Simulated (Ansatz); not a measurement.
# Ta3N (P-3m1) in Ansatz: notebook

Runs on Ta3N. Level: PBE. Tasks: band structure, single point, equation of state.

All numbers are computed with Ansatz 0.2.0; they aren't measurements. Logs are shortened: lines on timing, memory, paths and dates and some standing lists are left out, and cuts for length are marked.

### Step 1. The crystal as given

Symmetry: P-3m1, No. 164, trigonal system. Conventional cell: a = 3.032 Å, b = 3.032 Å, c = 7.524 Å, α = 90.00°, β = 90.00°, γ = 120.00°. Ta (site symmetry 3m) has 3 N at 2.19 Å as nearest neighbours. Ta (site symmetry -3m) has 12 Ta at 3.01 to 3.03 Å as nearest neighbours. Around N (site symmetry -3m) lie 6 Ta at 2.19 Å.

The cell comes from a database or a generator and needn't be the stable form of this composition.

### Step 2. Band structure, PBE

Input file input.yaml:

```yaml
crystal:
  lattice:
    - [3.0322239879, 0.0, 0.0]
    - [-1.516111994, 2.6259830035, 0.0]
    - [0.0, 0.0, 7.524137]
  atoms:
    - { symbol: Ta, position: [0.6666666667, 0.3333333333, 0.82607] }
    - { symbol: Ta, position: [0.3333333333, 0.6666666667, 0.17393] }
    - { symbol: Ta, position: [0.0, 0.0, 0.5] }
    - { symbol: "N", position: [0.0, 0.0, 0.0] }
hamiltonian:
  xc: pbe
  pseudopotentials: { kind: paw }
kpoints:
  mp_grid: { grid: [10, 10, 4] }
  band_path:
    path:
      - [[0.0, 0.0, 0.0], [0.5, 0.0, 0.0], [0.3333333333, 0.3333333333, 0.0], [0.0, 0.0, 0.0], [0.0, 0.0, 0.5], [0.5, 0.0, 0.5], [0.3333333333, 0.3333333333, 0.5], [0.0, 0.0, 0.5]]
      - [[0.5, 0.0, 0.5], [0.5, 0.0, 0.0]]
      - [[0.3333333333, 0.3333333333, 0.0], [0.3333333333, 0.3333333333, 0.5]]
    npoints: 14
scf:
  occupations: { method: fermi_dirac, width: 0.05 }
  n_extra_bands: 10
output:
  forces: true
  stress: true
  eigenvalues: true
  fatbands: false
```

Potentials or basis: Ansatz PAW.

Launch:

```bash
ansatz run input.yaml --threads 2 --pin off --max-ram 5632MiB --backend cpu --events-out ev --progress --plain --runs-dir out
```

Output:

```text
Warning: RAYON_NUM_THREADS=2 ignored (pool sized by the plan → 2); use --threads N
scf.n_extra_bands = 10 over 22 filled bands (N_el = 44.0): the run solves 32 bands
Engine: ansatz 0.2.0, x86_64-unknown-linux-gnu
Pseudopotentials: kind: paw
Pseudopotential: Ta, paw, valence charge 13, recommended cutoff 420 eV (normal), Ta.paw.azcp
Pseudopotential: N, paw, valence charge 5, recommended cutoff 420 eV (normal), N.paw.azcp
Functional definition: PBE
  parameter kappa = 0.804
  parameter beta = 0.06672455060314922
  exchange = pbe_x(kappa = kappa, mu = beta*pi^2/3)
  correlation = pbe_c(beta = beta)
Crystal: 4 atoms, lattice volume = 59.911 Å³
Basis set: ecut = 420 eV, 1189 PW (Γ), exchange–correlation on 48×48×108 points (8 copies of the dense FFT grid, shifted against one another)
Bands: 32, of which v1, the nominal top of the filled ones, is band 22 counted from 1 (21 counted from 0)
Symmetry: 12 space group operations
Space group: P-3m1 (ITA 164), of the structure as read, at distance tolerance 3.9e-5 Å
k-points: 50 of 400
Non-local potential: Ta, projectors of the file, l = 0: 3, l = 1: 2, l = 2: 2, l = 3: 1
Non-local potential: N, projectors of the file, l = 0: 2, l = 1: 2, l = 2: 1
PAW form: soft (Blöchl's): semilocal exchange-correlation on the pseudo side does not see the compensation charge
PAW one-centre angular grid: Ta, 590 points (default); XC on 64 Gauss nodes
PAW one-centre angular grid: N, 110 points (default); XC on 64 Gauss nodes
Initial density: superposition of atomic densities (neutral atoms: chi_scale 0, normalization atom), corrected by the library's trained network
Initial wavefunctions: pseudopotential atomic-orbital guess
Functional: x = pbe(κ = 0.804, μ = 0.2195149727645171), c = pbe(β = 0.06672455060314922)
SCF iter   1: F=—  HF=-30182.609074 eV  |F-HF|=—  |Δ(HF+E_count)|=         —  Δρ=8.91e-3  dr2=1.26e-1  ethr=1.77e-3  ⟨swp⟩=5.6  Hψ=6633  notcnv=0  defer=31
preconditioner: auto → Kerker (q_TF=auto, 2.591 Å⁻¹)  [metal: Δε(μ)=0.008 eV  Ē_g=8.304 eV  σ=0.050 eV  W_gap=0.04  n_scr=24 (ndim 8)  ℏωp=21.5 eV  f_vac=0.000  D(μ)=2.67/eV (n_scr^D=24)]
SCF iter   2: F=—  HF=-30182.600935 eV  |F-HF|=—  |Δ(HF+E_count)|=   8.14e-3  Δρ=5.35e-3  dr2=4.58e-2  ethr=2.86e-4  ⟨swp⟩=1.1  Hψ=2003  notcnv=0  defer=46
SCF iter   3: F=—  HF=-30182.596343 eV  |F-HF|=—  |Δ(HF+E_count)|=   4.59e-3  Δρ=7.35e-4  dr2=2.80e-4  ethr=1.04e-4  ⟨swp⟩=1.0  Hψ=1525  notcnv=0  defer=52
SCF iter   4: F=—  HF=-30182.596255 eV  |F-HF|=—  |Δ(HF+E_count)|=   8.79e-5  Δρ=1.74e-4  dr2=3.27e-5  ethr=6.37e-7  ⟨swp⟩=2.0  Hψ=2008  notcnv=0  defer=52
SCF iter   5: F=—  HF=-30182.596258 eV  |F-HF|=—  |Δ(HF+E_count)|=   2.46e-6  Δρ=4.37e-5  dr2=1.21e-6  ethr=7.44e-8  ⟨swp⟩=2.0  Hψ=1959  notcnv=0  defer=55
SCF iter   6: F=-30182.596257 eV  HF=-30182.596257 eV  |F-HF|=3.66e-8  |Δ(HF+E_count)|=   2.01e-7  Δρ=9.10e-6  dr2=6.75e-8  ethr=2.27e-10  ⟨swp⟩=9.7  Hψ=6973  notcnv=0
SCF 1 converged in 6 iterations: F = -30182.596257 eV  dr2 = 6.75e-8
NSCF: frozen V_eff on 129 k-points
SCF converged after 6 iterations
Free energy (F): -30182.596257 eV
Harris-Foulkes:  -30182.596257 eV  (|F-HF|=3.66e-8)
Internal energy: -30182.571260 eV  (E = F + TS)
E sigma→0 (E₀):  -30182.583759 eV
Entropy (-TS):   -0.024997 eV (-6.249 meV/atom)
Fermi energy:    18.871946 eV
--- Per-component energies (eV) ---
  E_band       = -300.405711
  E_kinetic    = 1228.534064
  E_local      = -1893.792237  (includes V_loc(G=0)·N_el)
  E_nonlocal   = 87.430928
  E_hartree    = 662.056766
  E_xc         = -715.825739
  E_vxc        = -689.047670  (∫ρ·V_xc dr)
  E_paw        = -25316.743000  (= ΣΔE_a)
  E_vpaw       = -357.639109  (= ΣTr[D̂ρ^β])
  E_aug_tail   = 0.000542  (compensation charges beyond the density's cutoff)
  E_ewald      = -4234.232586
  E_smearing   = -0.024997  (= −TS)
  E_closure    = -0.000000  (closes the sum)
  Σ components = -30182.596257   (vs F -30182.596257, Δ=0.00e0)
--- Forces (eV/Å), atoms counted from 1 ---
  atom   1  Ta     0.00000000     0.00000000     0.13296570
  atom   2  Ta     0.00000000    -0.00000000    -0.13296570
  atom   3  Ta     0.00000000     0.00000000     0.00000000
  atom   4  N     -0.00000000    -0.00000000     0.00000000
  max |Σ_I F_I| component: 4.63e-17 eV/Å
--- Stress (GPa, compression-positive) ---
       -1.045519       0.000000      -0.000000
        0.000000      -1.045519      -0.000000
       -0.000000      -0.000000      -0.114896
  P = ⅓ Tr σ = -0.7353 GPa (-7.353 kbar)
--- Band table (eV; the first three rows and the last of 50) ---
  k-point 0: bands = ["-49.4183", "-49.3919", "-48.8530", "-16.2594", "-15.9743", "-15.6387", "-15.6387", "-15.6101", "-15.6101", "-15.1870", "-15.0134", "-15.0134", "1.7856", "10.3737", "12.1183", "13.4588", "13.4588", "15.3192", "17.4658", "18.4056", "18.4056", "18.5628", "19.1452", "19.1452", "19.7927", "20.7213", "20.7213", "21.1629", "21.1629", "22.1816", "22.6828", "22.6828"]
  k-point 1: bands = ["-49.4177", "-49.3925", "-48.8530", "-16.3107", "-15.8917", "-15.6401", "-15.6401", "-15.6086", "-15.6086", "-15.2188", "-15.0135", "-15.0135", "1.7945", "10.2083", "12.3997", "13.4561", "13.4561", "15.2351", "17.4357", "18.2211", "18.5019", "18.5019", "19.2637", "19.2637", "19.9562", "20.4075", "20.4075", "20.9235", "20.9235", "22.6755", "22.8826", "22.8826"]
  k-point 2: bands = ["-49.4171", "-49.3932", "-48.8530", "-16.3481", "-15.8182", "-15.6414", "-15.6414", "-15.6072", "-15.6072", "-15.2557", "-15.0136", "-15.0136", "1.8033", "10.0717", "12.6723", "13.4532", "13.4532", "15.1161", "17.6138", "17.7413", "18.6215", "18.6215", "19.4103", "19.4103", "20.0769", "20.1427", "20.1427", "20.6325", "20.6325", "23.0653", "23.0653", "23.2594"]
  k-point 49: bands = ["-49.3508", "-49.3477", "-48.8022", "-16.2949", "-16.1993", "-16.1248", "-16.0464", "-15.8711", "-15.8508", "-15.4777", "-15.3821", "-15.2086", "2.7040", "11.4176", "11.8677", "12.6805", "16.1221", "16.3524", "16.6728", "17.1917", "17.3501", "17.6100", "18.9384", "19.6797", "21.7986", "22.0307", "22.9544", "23.7048", "23.7214", "23.8024", "24.9123", "25.9805"]
```

bands.tsv:

```text
[... 149 lines left out ...]
7.759755	-68.220272	-68.220272	-67.673302	-35.139700	-35.040929	-35.040929	-34.959066	-34.731256	-34.731256	-34.310382	-34.310382	-34.081402	-16.153697	-7.248347	-7.248347	-6.156397	-2.513636	-2.513636	-2.423024	-1.448899	-1.448899	-1.397068	0.421445	0.421445	3.019026	3.019026	4.593304	4.593304	4.652572	4.708049	6.059319	7.433757
7.789579	-68.220271	-68.220271	-67.673301	-35.140001	-35.041119	-35.041119	-34.958682	-34.730895	-34.730895	-34.310551	-34.310551	-34.081483	-16.153689	-7.247910	-7.247910	-6.156558	-2.515044	-2.515044	-2.412249	-1.449176	-1.449176	-1.412000	0.420387	0.420387	3.018587	3.018587	4.606642	4.606642	4.664569	4.707364	6.053748	7.417842
```

Run time: 2.4 s. Hardware: 2 threads of Intel Xeon 6975P-C (Granite Rapids), shared host; peak memory 0.41 GiB.

What came out:

```yaml
Free_energy: -30182.5963 eV
Pressure: -0.7 GPa
Largest_force: 0.133 eV/Å
Band_gap_on_the_k_mesh: none (metal or under the smearing width)
```

Forces on the atoms (eV/Å):
```
Ta   0.000  0.000  0.133
Ta   0.000  0.000 -0.133
Ta   0.000  0.000  0.000
N    0.000  0.000  0.000
```

Levels at the corners of the path, in eV from the Fermi level:
| point | band 20 | band 21 | band 22 | band 23 | band 24 | band 25 |
| --- | --- | --- | --- | --- | --- | --- |
| Γ | -0.47 | -0.47 | -0.31 | 0.27 | 0.27 | 0.92 |
| M | -1.19 | -0.51 | 0.17 | 0.69 | 0.86 | 3.48 |
| K | -1.42 | -1.42 | -0.52 | 0.50 | 0.50 | 3.21 |
| Γ | -0.47 | -0.47 | -0.31 | 0.27 | 0.27 | 0.92 |
| A | -1.13 | -0.25 | -0.25 | 0.54 | 0.54 | 1.20 |
| L | -1.34 | -1.26 | 0.15 | 0.93 | 1.24 | 2.41 |
| H | -1.45 | -1.45 | -1.41 | 0.42 | 0.42 | 3.02 |
| A | -1.13 | -0.25 | -0.25 | 0.54 | 0.54 | 1.20 |
| L | -1.34 | -1.26 | 0.15 | 0.93 | 1.24 | 2.41 |
| M | -1.19 | -0.51 | 0.17 | 0.69 | 0.86 | 3.48 |
| K | -1.42 | -1.42 | -0.52 | 0.50 | 0.50 | 3.21 |
| H | -1.45 | -1.45 | -1.41 | 0.42 | 0.42 | 3.02 |

Caveat: spin-orbit coupling is left out, which moves the levels of the heavy elements.

### Step 3. Single point, PBE, 14.08 Å³/atom (volume scaled by 0.94)

Input file input.yaml:

```yaml
crystal:
  lattice:
    - [2.9703244971, 0.0, 0.0]
    - [-1.4851622486, 2.572376472, 0.0]
    - [0.0, 0.0, 7.3705400853]
  atoms:
    - { symbol: Ta, position: [0.6666666667, 0.3333333333, 0.82607] }
    - { symbol: Ta, position: [0.3333333333, 0.6666666667, 0.17393] }
    - { symbol: Ta, position: [0.0, 0.0, 0.5] }
    - { symbol: "N", position: [0.0, 0.0, 0.0] }
hamiltonian:
  xc: pbe
  pseudopotentials: { kind: paw }
kpoints:
  mp_grid: { grid: [10, 10, 4] }
scf:
  occupations: { method: fermi_dirac, width: 0.05 }
output:
  forces: true
  stress: true
  eigenvalues: true
  write_density: true
  write_potential: true
  elf: true
  volumetric_format: npy
```

Potentials or basis: Ansatz PAW.

Launch:

```bash
ansatz run input.yaml --threads 2 --pin off --max-ram 5632MiB --backend cpu --events-out ev --progress --plain --runs-dir out
```

Output:

```text
Warning: RAYON_NUM_THREADS=2 ignored (pool sized by the plan → 2); use --threads N
Engine: ansatz 0.2.0, x86_64-unknown-linux-gnu
Pseudopotentials: kind: paw
Pseudopotential: Ta, paw, valence charge 13, recommended cutoff 420 eV (normal), Ta.paw.azcp
Pseudopotential: N, paw, valence charge 5, recommended cutoff 420 eV (normal), N.paw.azcp
Functional definition: PBE
  parameter kappa = 0.804
  parameter beta = 0.06672455060314922
[... 47 lines left out ...]
  Σ components = -30182.429496   (vs F -30182.429496, Δ=0.00e0)
--- Forces (eV/Å), atoms counted from 1 ---
  atom   1  Ta     0.00000000    -0.00000000    -0.28774714
  atom   2  Ta    -0.00000000     0.00000000     0.28774714
  atom   3  Ta     0.00000000     0.00000000     0.00000000
  atom   4  N     -0.00000000     0.00000000     0.00000000
  max |Σ_I F_I| component: 5.55e-17 eV/Å
--- Stress (GPa, compression-positive) ---
       15.943276       0.000000       0.000000
        0.000000      15.943276      -0.000000
        0.000000      -0.000000      17.544961
  P = ⅓ Tr σ = 16.4772 GPa (164.772 kbar)
--- Band table (eV; the first three rows and the last of 50) ---
  k-point 0: bands = ["-47.9274", "-47.8911", "-47.3113", "-14.9133", "-14.5644", "-14.1190", "-14.1190", "-14.0850", "-14.0850", "-13.6438", "-13.4365", "-13.4365", "2.8027", "11.3362", "13.3075", "14.4662", "14.4662", "16.4862", "18.8761", "19.6719", "19.6719", "19.8486", "20.4718", "20.4718", "21.1794", "22.1968", "22.1968"]
  k-point 1: bands = ["-47.9265", "-47.8921", "-47.3113", "-14.9798", "-14.4534", "-14.1210", "-14.1210", "-14.0829", "-14.0829", "-13.6897", "-13.4366", "-13.4366", "2.8151", "11.1765", "13.5575", "14.4628", "14.4628", "16.4795", "18.7864", "19.4884", "19.7761", "19.7761", "20.6014", "20.6014", "21.3532", "21.8492", "21.8492"]
  k-point 2: bands = ["-47.9255", "-47.8932", "-47.3112", "-15.0273", "-14.3518", "-14.1227", "-14.1227", "-14.0810", "-14.0810", "-13.7451", "-13.4368", "-13.4368", "2.8275", "11.0406", "13.7951", "14.4593", "14.4593", "16.4541", "18.8696", "19.0224", "19.9054", "19.9054", "20.7629", "20.7629", "21.4821", "21.5569", "21.5569"]
  k-point 49: bands = ["-47.8365", "-47.8322", "-47.2440", "-14.9448", "-14.8194", "-14.7301", "-14.6297", "-14.4146", "-14.3944", "-14.0004", "-13.8899", "-13.6856", "3.7432", "12.4248", "12.8627", "13.7365", "17.2555", "17.5729", "17.8532", "18.4646", "18.6046", "18.9339", "20.2560", "21.0687", "23.3463", "23.6019", "24.6535"]
```

rho_z.tsv:

```text
# z_ang	rho[e/angstrom^3]
# format = ansatz-planar-average/11
# lattice	2.970324497	0.000000000	0.000000000
# lattice	-1.485162249	2.572376472	0.000000000
# lattice	0.000000000	0.000000000	7.370540085
# sites	4
# site	73	1.485162249	0.857458824	6.088582048
# site	73	-0.000000000	1.714917648	1.281958037
# site	73	0.000000000	0.000000000	3.685270043
# site	7	0.000000000	0.000000000	0.000000000
0.000000	8.130499e-1
0.147411	7.930338e-1
0.294822	7.379220e-1
0.442232	6.943887e-1
0.589643	7.344614e-1
0.737054	8.721732e-1
[... 42 lines left out ...]
7.075718	7.379220e-1
7.223129	7.930338e-1
```

v_z.tsv:

```text
# z_ang	v_es[eV]	v_tot[eV]
# format = ansatz-planar-average/11
# xc	pbe
# density_cutoff_ev	1680
# datasets	Ta=:simpson_from_first_knot:soft	N=:simpson_from_first_knot:soft
# lattice	2.970324497	0.000000000	0.000000000
# lattice	-1.485162249	2.572376472	0.000000000
# lattice	0.000000000	0.000000000	7.370540085
# sites	4
# site	73	1.485162249	0.857458824	6.088582048
# site	73	-0.000000000	1.714917648	1.281958037
# site	73	0.000000000	0.000000000	3.685270043
# site	7	0.000000000	0.000000000	0.000000000
0.000000	8.585837e0	-4.628596e0
0.147411	8.875404e0	-4.292249e0
0.294822	9.427382e0	-3.708545e0
0.442232	9.654456e0	-3.577817e0
0.589643	9.018751e0	-4.499533e0
0.737054	7.030739e0	-6.957654e0
[... 42 lines left out ...]
7.075718	9.427382e0	-3.708545e0
7.223129	8.875404e0	-4.292249e0
```

Wall time 1.3 s (2 threads of Intel Xeon 6975P-C (Granite Rapids), shared host); peak memory 0.4 GiB.

Results:

```yaml
Free_energy: -30182.4295 eV
Pressure: 16.5 GPa
Largest_force: 0.288 eV/Å
Band_gap_on_the_k_mesh: none (metal or under the smearing width)
```

### Step 4. Single point, PBE, 14.38 Å³/atom (volume scaled by 0.96)

Edit input.yaml of step 3 so:

```diff
@@ -2,5 +2,5 @@
   lattice:
-    - [2.9703244971, 0.0, 0.0]
-    - [-1.4851622486, 2.572376472, 0.0]
-    - [0.0, 0.0, 7.3705400853]
+    - [2.9912429644, 0.0, 0.0]
+    - [-1.4956214823, 2.5904923961, 0.0]
+    - [0.0, 0.0, 7.4224470073]
   atoms:
@@ -21,5 +21 @@
   eigenvalues: true
-  write_density: true
-  write_potential: true
-  elf: true
-  volumetric_format: npy
```

Launch:

```bash
ansatz run input.yaml --threads 2 --pin off --max-ram 5632MiB --backend cpu --events-out ev --progress --plain --runs-dir out
```

Wall time 1 s (2 threads of Intel Xeon 6975P-C (Granite Rapids), shared host); peak memory 0.4 GiB.

Results (log left out):

- Free energy: -30182.5287 eV
- Pressure: 10.1 GPa
- Largest force: 0.133 eV/Å
- Band gap on the k mesh: none (metal or under the smearing width)

### Step 5. Single point, PBE, 14.68 Å³/atom (volume scaled by 0.98)

Edit input.yaml of step 4 so:

```diff
@@ -2,5 +2,5 @@
   lattice:
-    - [2.9912429644, 0.0, 0.0]
-    - [-1.4956214823, 2.5904923961, 0.0]
-    - [0.0, 0.0, 7.4224470073]
+    - [3.0118728781, 0.0, 0.0]
+    - [-1.5059364391, 2.6083584255, 0.0]
+    - [0.0, 0.0, 7.4736379147]
   atoms:
```

Launch:

```bash
ansatz run input.yaml --threads 2 --pin off --max-ram 5632MiB --backend cpu --events-out ev --progress --plain --runs-dir out
```

Run time: 1.1 s. Hardware: 2 threads of Intel Xeon 6975P-C (Granite Rapids), shared host; peak memory 0.39 GiB.

It converged, with:

```yaml
Free_energy: -30182.5827 eV
Pressure: 4.4 GPa
Largest_force: 0.007 eV/Å
Band_gap_on_the_k_mesh: none (metal or under the smearing width)
```

### Step 6. Single point, PBE, 14.98 Å³/atom

Edit input.yaml of step 5 so:

```diff
@@ -2,5 +2,5 @@
   lattice:
-    - [3.0118728781, 0.0, 0.0]
-    - [-1.5059364391, 2.6083584255, 0.0]
-    - [0.0, 0.0, 7.4736379147]
+    - [3.0322239879, 0.0, 0.0]
+    - [-1.516111994, 2.6259830035, 0.0]
+    - [0.0, 0.0, 7.524137]
   atoms:
```

Potentials or basis: Ansatz PAW.

Launch:

```bash
ansatz run input.yaml --threads 2 --pin off --max-ram 5632MiB --backend cpu --events-out ev --progress --plain --runs-dir out
```

It took 1.1 s on 2 threads of Intel Xeon 6975P-C (Granite Rapids), shared host; peak memory 0.41 GiB.

It converged, with:

| Quantity | Value |
| --- | --- |
| Free energy | -30182.5963 eV |
| Pressure | -0.7 GPa |
| Largest force | 0.133 eV/Å |
| Band gap on the k mesh | none (metal or under the smearing width) |

### Step 7. Single point, PBE, 15.28 Å³/atom (volume scaled by 1.02)

Edit input.yaml of step 6 so:

```diff
@@ -2,5 +2,5 @@
   lattice:
-    - [3.0322239879, 0.0, 0.0]
-    - [-1.516111994, 2.6259830035, 0.0]
-    - [0.0, 0.0, 7.524137]
+    - [3.0523055267, 0.0, 0.0]
+    - [-1.5261527634, 2.6433741262, 0.0]
+    - [0.0, 0.0, 7.573967174]
   atoms:
```

Launch:

```bash
ansatz run input.yaml --threads 2 --pin off --max-ram 5632MiB --backend cpu --events-out ev --progress --plain --runs-dir out
```

Run time: 1.1 s. Hardware: 2 threads of Intel Xeon 6975P-C (Granite Rapids), shared host; peak memory 0.41 GiB.

Results (log left out):

| Quantity | Value |
| --- | --- |
| Free energy | -30182.5730 eV |
| Pressure | -5.4 GPa |
| Largest force | 0.246 eV/Å |
| Band gap on the k mesh | none (metal or under the smearing width) |

### Step 8. Single point, PBE, 15.58 Å³/atom (volume scaled by 1.04)

Edit input.yaml of step 7 so:

```diff
@@ -2,5 +2,5 @@
   lattice:
-    - [3.0523055267, 0.0, 0.0]
-    - [-1.5261527634, 2.6433741262, 0.0]
-    - [0.0, 0.0, 7.573967174]
+    - [3.0721262478, 0.0, 0.0]
+    - [-1.536063124, 2.6605393743, 0.0]
+    - [0.0, 0.0, 7.6231501572]
   atoms:
```

Launch:

```bash
ansatz run input.yaml --threads 2 --pin off --max-ram 5632MiB --backend cpu --events-out ev --progress --plain --runs-dir out
```

Wall time 1.1 s (2 threads of Intel Xeon 6975P-C (Granite Rapids), shared host); peak memory 0.4 GiB.

Results (log left out):

```
Free energy            : -30182.5167 eV
Pressure               : -9.6 GPa
Largest force          : 0.349 eV/Å
Band gap on the k mesh : none (metal or under the smearing width)
```

### Step 9. Single point, PBE, 15.88 Å³/atom (volume scaled by 1.06)

Edit input.yaml of step 8 so:

```diff
@@ -2,5 +2,5 @@
   lattice:
-    - [3.0721262478, 0.0, 0.0]
-    - [-1.536063124, 2.6605393743, 0.0]
-    - [0.0, 0.0, 7.6231501572]
+    - [3.0916944585, 0.0, 0.0]
+    - [-1.5458472293, 2.6774859418, 0.0]
+    - [0.0, 0.0, 7.6717065629]
   atoms:
```

Potentials or basis: Ansatz PAW.

Launch:

```bash
ansatz run input.yaml --threads 2 --pin off --max-ram 5632MiB --backend cpu --events-out ev --progress --plain --runs-dir out
```

It took 1 s on 2 threads of Intel Xeon 6975P-C (Granite Rapids), shared host; peak memory 0.41 GiB.

Results (log left out):

| Property | Result |
| --- | --- |
| Free energy | -30182.4306 eV |
| Pressure | -13.4 GPa |
| Largest force | 0.442 eV/Å |
| Band gap on the k mesh | none (metal or under the smearing width) |

### Step 10. Equation of state, PBE

No new run: the results of the series are fitted here.

Results:

* Equilibrium volume: 14.93 Å³/atom
* Bulk modulus at fixed shape and positions: 248 GPa
* Pressure derivative of the bulk modulus: 4.1

Energy against volume, from the lowest point:
| volume (Å³/atom) | energy (meV/atom) |
| --- | --- |
| 14.079 | 41.69 |
| 14.379 | 16.90 |
| 14.678 | 3.38 |
| 14.978 | 0.00 |
| 15.277 | 5.81 |
| 15.577 | 19.88 |
| 15.877 | 41.42 |

Caveat: the cell was scaled at fixed shape and fractional positions, which overstates the stiffness of a crystal with free parameters, most of all of layers and chains. Spin-orbit coupling is left out, which matters for the levels of Ta.
